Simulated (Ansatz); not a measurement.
# GeSbTe3: convergence and cost

Aim, for GeSbTe3: sweep the occupation rule and width.

Program: Ansatz 0.2.0. Level of theory: DFT PBEsol, scalar-relativistic, plane waves, PAW. These are calculated values, not measurements.

2 further runs of the same task are left out: 1 that didn't finish, 1 set aside as unsound or not needed. Runs told in other sessions of the task aren't counted.

### Step 1. The starting structure

Symmetry: R3m, No. 160, trigonal system. Conventional cell: a = 4.207 Å, b = 4.207 Å, c = 29.614 Å, α = 90.00°, β = 90.00°, γ = 120.00°. Ge (site symmetry 3m) has 6 Te at 2.86 to 3.14 Å in its first shell of neighbours. Around Sb (site symmetry 3m) lie 6 Te at 3.04 to 3.12 Å. Te (site symmetry 3m) has 3 Sb at 3.12 Å and 3 Ge at 3.14 Å in its first shell of neighbours. Around Te (site symmetry 3m) lie 3 Sb at 3.04 Å. Around Te (site symmetry 3m) lie 3 Ge at 2.86 Å.

As a file:

```cif
data_structure
_symmetry_space_group_name_H-M 'R3m:H'
_symmetry_Int_Tables_number 160
_cell_length_a 4.2070
_cell_length_b 4.2070
_cell_length_c 29.6144
_cell_angle_alpha 90.000
_cell_angle_beta 90.000
_cell_angle_gamma 120.000
_cell_volume 453.91
loop_
_atom_site_label
_atom_site_type_symbol
_atom_site_symmetry_multiplicity
_atom_site_Wyckoff_symbol
_atom_site_fract_x
_atom_site_fract_y
_atom_site_fract_z
_atom_site_occupancy
Ge1 Ge 3 a 0.33333 0.66667 0.26449 1
Sb1 Sb 3 a 0.33333 0.66667 0.06437 1
Te1 Te 3 a 0.66667 0.33333 0.33169 1
Te2 Te 3 a 0.66667 0.33333 0.12591 1
Te3 Te 3 a 0.00000 0.00000 0.21354 1
```

Source of the structure: the Materials Project (structure only). It is taken as it stands there.

### Step 2. The base input

The input, input.yaml:

```yaml
crystal:
  lattice:
    - [2.1034800504, 1.2144447733, 9.8714625907]
    - [-2.1034800504, 1.2144447733, 9.8714625907]
    - [0.0, -2.4288895466, 9.8714625907]
  atoms:
    - { symbol: Ge, position: [0.597823, 0.597823, 0.597823] }
    - { symbol: Sb, position: [0.3977, 0.3977, 0.3977] }
    - { symbol: Te, position: [0.99836, 0.99836, 0.99836] }
    - { symbol: Te, position: [0.792575, 0.792575, 0.792575] }
    - { symbol: Te, position: [0.213543, 0.213543, 0.213543] }
basis:
  ecutwfc: 420
kpoints:
  mp_grid: { grid: [12, 12, 12] }
hamiltonian:
  xc: pbesol
scf:
  occupations: { method: gaussian, width: 0.1 }
output:
  forces: true
  stress: true
  eigenvalues: true
  populations: true
```

Its results, from an earlier run: -6273.2851 eV/atom at zero smearing, pressure -2.42 GPa, largest force 0.202 eV/Å, no gap on the mesh, in 9 SCF cycles and 4.4 min.

### Step 3. Occupation rule and width: Gaussian 0.01 eV

The input, input.yaml:

```yaml
crystal:
  lattice:
    - [2.1034800504, 1.2144447733, 9.8714625907]
    - [-2.1034800504, 1.2144447733, 9.8714625907]
    - [0.0, -2.4288895466, 9.8714625907]
  atoms:
    - { symbol: Ge, position: [0.597823, 0.597823, 0.597823] }
    - { symbol: Sb, position: [0.3977, 0.3977, 0.3977] }
    - { symbol: Te, position: [0.99836, 0.99836, 0.99836] }
    - { symbol: Te, position: [0.792575, 0.792575, 0.792575] }
    - { symbol: Te, position: [0.213543, 0.213543, 0.213543] }
basis:
  ecutwfc: 420
kpoints:
  mp_grid: { grid: [12, 12, 12] }
hamiltonian:
  xc: pbesol
scf:
  occupations: { method: gaussian, width: 0.01 }
output:
  forces: true
  stress: true
  eigenvalues: true
```

Run with:

```bash
> ansatz run input.yaml --threads 1 --pin off --max-ram 2560MiB --backend cpu --events-out ev --progress --plain --runs-dir out
```

### Step 4. Occupation rule and width: Gaussian 0.05 eV

Changes to input.yaml since step 3:

```diff
@@ -18,3 +18,3 @@
 scf:
-  occupations: { method: gaussian, width: 0.01 }
+  occupations: { method: gaussian, width: 0.05 }
 output:
```

### Step 5. Occupation rule and width set to Gaussian 0.2 eV

Changes to input.yaml since step 4:

```diff
@@ -18,3 +18,3 @@
 scf:
-  occupations: { method: gaussian, width: 0.05 }
+  occupations: { method: gaussian, width: 0.2 }
 output:
```

### Step 6. Occupation rule and width set to Fermi–Dirac 0.05 eV

Changes to input.yaml since step 5:

```diff
@@ -18,3 +18,3 @@
 scf:
-  occupations: { method: gaussian, width: 0.2 }
+  occupations: { method: fermi_dirac, width: 0.05 }
 output:
```

### Step 7. Occupation rule and width: Fermi–Dirac 0.3 eV

Changes to input.yaml since step 6:

```diff
@@ -18,3 +18,3 @@
 scf:
-  occupations: { method: fermi_dirac, width: 0.05 }
+  occupations: { method: fermi_dirac, width: 0.3 }
 output:
```

(Steps that only read results are left out.)

**Question.** What does this series show? Wanted: largest energy shift, occupation rule and width.

The runs gave:

| quantity | value |
| --- | --- |
| largest energy shift, occupation rule and width | -8.75 meV/atom at Fermi–Dirac 0.3 |

What this shows: The free energy moves by up to 73.2 meV/atom (Fermi–Dirac 0.3), the energy extrapolated to zero width by up to 8.75. For the widths that shift F most, the extrapolation takes out most of the shift. Spin-orbit coupling is left out for Sb, Te.
